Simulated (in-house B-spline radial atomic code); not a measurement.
# W³⁸⁺: excited configurations

How much energy does it take to promote electrons of W³⁸⁺ to other shells? Each configuration is solved by itself and compared with the reference.

Method: Dirac-Hartree-Fock, average of configuration, Fermi nucleus, basis-set limit. Code: in-house B-spline radial atomic code version 1.

### 1 The atom as given

```
element       : tungsten (Z = 74)
charge        : +38
electrons     : 36
configuration : [Ar] 3d10 4s2 4p6
Hamiltonian   : Dirac-Coulomb
nucleus       : Fermi, rms radius 5.366 fm
```

The outer shells:

[Ar] 3d10 4s2 4p6
```
[Ar] core
3d [↑↓][↑↓][↑↓][↑↓][↑↓]
4s [↑↓]
4p [↑↓][↑↓][↑↓]
```

Settings of the run:

```ini
Z = 74
electrons = 36.0
configuration = [Ar] 3d10 4s2 4p6
hamiltonian = dirac
method = hf
spin_polarised = False
nucleus = fermi
rms_radius = 5.3658
mass_number = 184
atomic_mass = 183.95093318
speed_of_light = 137.035999084
```

From the earlier run of the reference: total energy -15290.247800 hartree. Levels, eight at most:

```
orbital  occupation  energy (eV)  <r> (bohr)
  3s1/2           2     -4498.05      0.1976
  3p1/2           2     -4253.88      0.1877
  3p3/2           4     -3947.29      0.2013
  3d3/2           4     -3545.73      0.1764
  3d5/2           6     -3479.50      0.1806
  4s1/2           2     -2039.24      0.4045
  4p1/2           2     -1925.56      0.4023
  4p3/2           4     -1831.30      0.4228
```

### 2 [Ar] 3d9 4s2 4p6 6f1

Settings of the run:

```ini
Z = 74
electrons = 36.0
configuration = [Ar] 3d9 4s2 4p6 6f1
hamiltonian = dirac
method = hf
spin_polarised = False
nucleus = fermi
rms_radius = 5.3658
mass_number = 184
atomic_mass = 183.95093318
speed_of_light = 137.035999084
```

### 3 [Ne] 3s2 3p5 3d10 4s2 4p6 5s1

Settings: those of step 2 with these lines changed.

```diff
@@ -2,3 +2,3 @@
 electrons = 36.0
-configuration = [Ar] 3d9 4s2 4p6 6f1
+configuration = [Ne] 3s2 3p5 3d10 4s2 4p6 5s1
 hamiltonian = dirac
```

### 4 [Ne] 3s2 3p5 3d10 4s2 4p6 6d1

Settings: those of step 3 with these lines changed.

```diff
@@ -2,3 +2,3 @@
 electrons = 36.0
-configuration = [Ne] 3s2 3p5 3d10 4s2 4p6 5s1
+configuration = [Ne] 3s2 3p5 3d10 4s2 4p6 6d1
 hamiltonian = dirac
```

### 5 [Ar] 3d10 4s2 4p5 7d1

Settings: those of step 4 with these lines changed.

```diff
@@ -2,3 +2,3 @@
 electrons = 36.0
-configuration = [Ne] 3s2 3p5 3d10 4s2 4p6 6d1
+configuration = [Ar] 3d10 4s2 4p5 7d1
 hamiltonian = dirac
```

### 6 Run with [Ne] 3s2 3p5 3d10 4s2 4p6 8d1

Settings: those of step 5 with these lines changed.

```diff
@@ -2,3 +2,3 @@
 electrons = 36.0
-configuration = [Ar] 3d10 4s2 4p5 7d1
+configuration = [Ne] 3s2 3p5 3d10 4s2 4p6 8d1
 hamiltonian = dirac
```

Q: How far above the reference does each configuration lie (order and size, in eV)?

The runs gave:

| net move | configuration | energy above the reference (eV) | with Breit, QED, recoil (eV) | largest <r> (bohr) |
| --- | --- | --- | --- | --- |
| 4p → 7d | [Ar] 3d10 4s2 4p5 7d1 | 1385.92 | 1384.09 | 1.60 |
| 3d → 6f | [Ar] 3d9 4s2 4p6 6f1 | 2878.84 | 2875.98 | 1.13 |
| 3p → 5s | [Ne] 3s2 3p5 3d10 4s2 4p6 5s1 | 2881.98 | 2876.70 | 0.692 |
| 3p → 6d | [Ne] 3s2 3p5 3d10 4s2 4p6 6d1 | 3378.69 | 3372.36 | 1.13 |
| 3p → 8d | [Ne] 3s2 3p5 3d10 4s2 4p6 8d1 | 3684.28 | 3677.83 | 2.15 |

Quantum defects of the promoted electron, δ = n − ζ/√(−2ε) with ζ = 39 and ε its orbital energy in hartree:

| promotion | δ |
| --- | --- |
| 4p → 7d | 0.407 |
| 3d → 6f | 0.224 |
| 3p → 5s | 0.780 |
| 3p → 6d | 0.423 |
| 3p → 8d | 0.415 |

**Reading.** At the bottom stands 4p → 7d (1385.92 eV), at the top 3p → 8d (3684.28 eV). 4 of them lie more than 2 % above the ionisation threshold that Koopmans' theorem gives (1831.30 eV), where such states can decay by emitting an electron. Of those tabulated, the defect is largest for 5s (0.78) and least for 6f (0.22); at this charge much of the defect is relativistic. These are averages over configurations, without correlation, not spectroscopic levels.
